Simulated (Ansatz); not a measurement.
**CH3BOSe: a ladder of functionals and wavefunction methods**

The task here is to estimate one member of a computed series from the others.

The runs use Ansatz 0.2.0, Gaussian basis; functionals in def2-TZVPP, the program's frozen cores in correlated methods.

Levels to be run: LDA (SPW92), PBE-D4, revPBE-D4, BLYP-D4, r2SCAN-D4, B97M-V, PBE0-D4, B3LYP-D4, r2SCANh-D4, r2SCAN0-D4, HSE06-D4, BHLYP-D4, CAM-B3LYP-D4, LC-ωPBE, ωB97X-V, ωB97M-V, B2PLYP, PBE-QIDH; CCSD(T)/def2-SVP; CCSD(T)/def2-TZVPP; MP2/def2-QZVPP; extrapolation to the limit; RPA on PBE.

**The geometry**

An earlier PBE0-D4 in a triple-zeta def2 set relaxation fixed the geometry.

7 atoms, charge 0, spin multiplicity 1.

Atoms are counted from 1 here; the program's logs count them from 0.

Bond lengths: Se1–C2 1.911 Å, Se1–H5 1.469 Å, C2–B3 1.507 Å, C2–O4 1.507 Å, C2–H6 1.085 Å, B3–O4 1.327 Å, B3–H7 1.183 Å. Angles: C2–Se1–H5 96.1°, Se1–C2–B3 125.3°, Se1–C2–O4 117.4°, Se1–C2–H6 110.9°, B3–C2–O4 52.3°, B3–C2–H6 122.8°, O4–C2–H6 111.5°, C2–B3–O4 63.9°, C2–B3–H7 157.7°, O4–B3–H7 138.3°, C2–O4–B3 63.9°.

Set-up of the first run:

File in.yaml:

```yaml
crystal:
  periodic: [false, false, false]
  atoms:
    - {symbol: Se, position_ang: [-1.602810, 0.728452, -0.772642]}
    - {symbol: C, position_ang: [-0.309461, 0.166987, 0.517897]}
    - {symbol: B, position_ang: [1.017041, -0.474540, 0.200249]}
    - {symbol: O, position_ang: [0.039303, -1.298495, 0.556392]}
    - {symbol: H, position_ang: [-0.668356, 0.808974, -1.903836]}
    - {symbol: H, position_ang: [-0.560231, 0.541238, 1.504880]}
    - {symbol: H, position_ang: [2.145815, -0.540716, -0.148640]}
basis:
  gaussian: {orbitals: def2-TZVPP}
hamiltonian: {xc: lda}
output: {orbitals: {seedname: orbitals}}
```

Command:

```bash
> ansatz run in.yaml --threads 2 --pin off --events-out ev --progress --plain --max-ram 4352MiB
```

Among the steps run: LDA; PBE-D4 (GGA); revPBE-D4 (GGA); BLYP-D4 (GGA); r2SCAN-D4 (meta-GGA); B97M-V (meta-GGA); PBE0-D4 (hybrid); B3LYP-D4 (hybrid); r2SCANh-D4 (hybrid); r2SCAN0-D4 (hybrid); HSE06-D4 (hybrid); BHLYP-D4 (hybrid); CAM-B3LYP-D4 (range-separated); LC-ωPBE (range-separated); ωB97X-V (range-separated); ωB97M-V (range-separated); B2PLYP (double hybrid); PBE-QIDH (double hybrid).

One table of the session follows, with a row left open; its other results are not shown here.

It belongs to the step «Frontier levels by functional». 

```
  functional  HOMO (eV)  gap (eV)
 LDA (SPW92)      -6.00      3.87
      PBE-D4      -5.83      4.00
   revPBE-D4      -5.77      4.05
     BLYP-D4      -5.67      3.98
   r2SCAN-D4      -6.07      4.59
      B97M-V      -6.13      4.61
     PBE0-D4      -6.96      6.12
    B3LYP-D4      -6.74      5.65
  r2SCANh-D4      -6.49      5.35
  r2SCAN0-D4      -7.13      6.49
    HSE06-D4          ?         ?
    BHLYP-D4      -7.97      8.09
CAM-B3LYP-D4      -8.27      8.50
     LC-ωPBE      -9.63     11.09
     ωB97X-V      -9.27     10.60
     ωB97M-V      -9.14     10.22
```

**Question.** Estimate the row for HSE06-D4.

The run gave: HOMO (eV): -6.57; gap (eV): 5.34. In the column «HOMO (eV)» it lies between B3LYP-D4 (-6.74) and r2SCANh-D4 (-6.49).
